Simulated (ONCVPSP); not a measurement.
# Pseudopotential generation for Au: ONCV, LDA (Perdew-Wang 92)

Do these settings give a usable potential? It is generated, then checked for transferability, scattering, ghosts and hardness.

Program: ONCVPSP 4.0.1. Reference atom: LDA (Perdew-Wang 92), non-relativistic, spherical and spin-unpolarised. All values are calculated.

## Step 1: Settings

Typed settings, in words:

```
element                 : gold (Au, Z = 79)
type                    : optimised norm-conserving Vanderbilt (ONCV)
frozen core             : [Kr] 4d10 4f14
valence charge          : 19
reference configuration : 5s2 5p6 5d9 6s2
partial waves           : 5s+6s: rc 2.00 bohr, ncon 4, nbas 9, qcut 5.6 1/bohr, 2 projectors; 5p: rc 1.10 bohr, ncon 4, nbas 9, qcut 8.8 1/bohr, 3 projectors, debl 0.4 Ha; 5d: rc 1.40 bohr, ncon 4, nbas 9, qcut 5.8 1/bohr, 1 projector
local potential         : polynomial inside 0.85 bohr (lpopt 4, dvloc0 6 Ha)
core correction         : Teter function, parameters optimised by the program
```

An earlier all-electron run gives the scale for the radii.

All-electron outer shells of the reference configuration (LDA (PZ), non-relativistic, ld1.x):

```csv
shell,level (eV),outermost node (bohr),outermost maximum (bohr)
4f,-98.87,–,0.37
5s,-88.47,0.53,0.93
5p,-58.10,0.54,0.99
5d,-11.23,0.56,1.20
6s,-5.51,1.23,2.57
6p,-1.51,1.37,3.42
```

## Step 2: The generation run

Au.dat

```
# ATOM AND REFERENCE CONFIGURATION
# atsym  z   nc   nv     iexc    psfile
  Au 79.00   10    4  -001012      upf
#
#   n    l    f
    1    0    2.00
    2    0    2.00
    2    1    6.00
    3    0    2.00
    3    1    6.00
    3    2   10.00
    4    0    2.00
    4    1    6.00
    4    2   10.00
    4    3   14.00
    5    0    2.00
    5    1    6.00
    5    2    9.00
    6    0    2.00
#
# PSEUDOPOTENTIAL AND OPTIMIZATION
# lmax
    2
#
#   l,   rc,      ep,       ncon, nbas, qcut
    0    2.00    0.00    4    9    5.60
    1    1.10    0.00    4    9    8.80
    2    1.40    0.00    4    9    5.80
#
# LOCAL POTENTIAL
# lloc, lpopt,  rc(5),   dvloc0
    4    4    0.85    6.00
#
# VANDERBILT-KLEINMAN-BYLANDER PROJECTORs
# l, nproj, debl
    0    2    3.50
    1    3    0.40
    2    1    1.40
#
# MODEL CORE CHARGE
# icmod, fcfact, rcfact
    4    0.55    0.00
#
# LOG DERIVATIVE ANALYSIS
# epsh1, epsh2, depsh
   -5.00    5.00    0.04
#
# OUTPUT GRID
# rlmax, drl
    6.00    0.01
#
# TEST CONFIGURATIONS
# ncnf
    4
# nvcnf
#   n    l    f
    4
    5    0    2.00
    5    1    6.00
    5    2   10.00
    6    0    1.00
#
    4
    5    0    2.00
    5    1    6.00
    5    2   10.00
    6    0    0.00
#
    4
    5    0    2.00
    5    1    6.00
    5    2    9.00
    6    0    0.00
#
    4
    5    0    2.00
    5    1    6.00
    5    2    9.00
    6    0    1.00
#
```

On the command line:

```console
$ oncvpspnr.x < Au.dat > Au.out
```

What does the calculation give? Wanted: cutoffs for 1 and 0.1 mHa per electron, occupied waves; bound ghosts; GHOST(+) flags; largest test error; largest phase difference near zero energy, channels read; rms error of d²Exc/dn², without and with the model core; projector energies reset by the program.

As calculated:

| quantity | value |
| --- | --- |
| cutoffs for 1 and 0.1 mHa per electron, occupied waves | 38 Ha and 134 Ha |
| bound ghosts | p at -354.17 eV |
| GHOST(+) flags | s at 44 eV, p at 823 eV |
| largest test error (AE − PS) | -9.6 meV, for 5s2 5p6 5d10 6s0 |
| largest phase difference near zero energy, channels read | 0.003 rad |
| rms error of d²Exc/dn², without and with the model core | 7.18 and 1.11 mHa |
| projector energies reset by the program | p: -2.135, 0.250, 0.650 Ha |

It has a bound ghost (p), a state that the atom doesn't have, and that rules the file out. The worst unpolarised test, 5s2 5p6 5d10 6s0, is off by 9.6 meV on 2.8 eV; by total energies transferability rates as good. Atomic tests can pass in spite of a ghost, since they solve only for the levels asked. By its cutoff, 38 Ha for the looser tolerance, it is hard. The tighter tolerance needs 134 Ha, and converged work needs a cutoff nearer that. At the looser tolerance the 5p wave is the slowest; 5d needs 28 Ha. Near zero energy the phases of the channels with partial waves agree within 0.003 rad. The program also flags highly localised states, GHOST(+) (s, p). A non-relativistic atom is unphysical at this Z; the numbers test the scheme, not the element. All of this concerns the isolated atom, not yet a solid.
